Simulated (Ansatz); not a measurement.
# Hf2F: the cost of one run

Program: Ansatz 0.2.0. Level of theory: DFT PBE, scalar-relativistic, plane waves, PAW. These are calculated values, not measurements.

### 1 Starting point

The structure is hexagonal, space group P6/mmm (No. 191). The conventional cell has a = 3.681 Å, b = 3.681 Å, c = 3.974 Å, α = 90.00°, β = 90.00°, γ = 120.00°. Around Hf (site symmetry -6m2) lie 3 Hf at 2.13 Å and 6 F at 2.91 Å. F (site symmetry 6/mmm) has 12 Hf at 2.91 Å as nearest neighbours.

Coordinates:

```
Hf F
1.0
     3.68100    0.00000    0.00000
    -1.84050    3.18784    0.00000
     0.00000    0.00000    3.97450
Hf F
2 1
Direct
  0.33333 0.66667 0.50000
  0.66667 0.33333 0.50000
  0.00000 0.00000 0.00000
```

(A quick probe on a coarse mesh, which set the mesh and smearing, is not shown.)

### 3 Coarse relaxation

Contents of input.yaml:

```yaml
crystal:
  lattice:
    - [3.6809971178, 0.0, 0.0]
    - [-1.8404985589, 3.1878370153, 0.0]
    - [0.0, 0.0, 3.9744985491]
  atoms:
    - { symbol: Hf, position: [0.3333333333, 0.6666666667, 0.5] }
    - { symbol: Hf, position: [0.6666666667, 0.3333333333, 0.5] }
    - { symbol: F, position: [0.0, 0.0, 0.0] }
basis:
  ecutwfc: 420
kpoints:
  mp_grid: { grid: [6, 6, 4] }
hamiltonian:
  xc: pbe
scf:
  occupations: { method: gaussian, width: 0.1 }
  lower_state_search: "off"
output:
  forces: true
  stress: true
  eigenvalues: true
relax:
  adjacent_minimum: "off"
  f_tol: 0.04
  max_steps: 70
  cell: { stress_tol: 0.4 }
```

Run with:

```console
ansatz run input.yaml --threads 1 --pin off --max-ram 2560MiB --backend cpu --events-out ev --progress --plain --runs-dir out
```

What time and memory should one allow on 1 thread of Intel Xeon 6975P-C (Granite Rapids), shared host?

About 56 s, with a peak of 0.39 GiB.
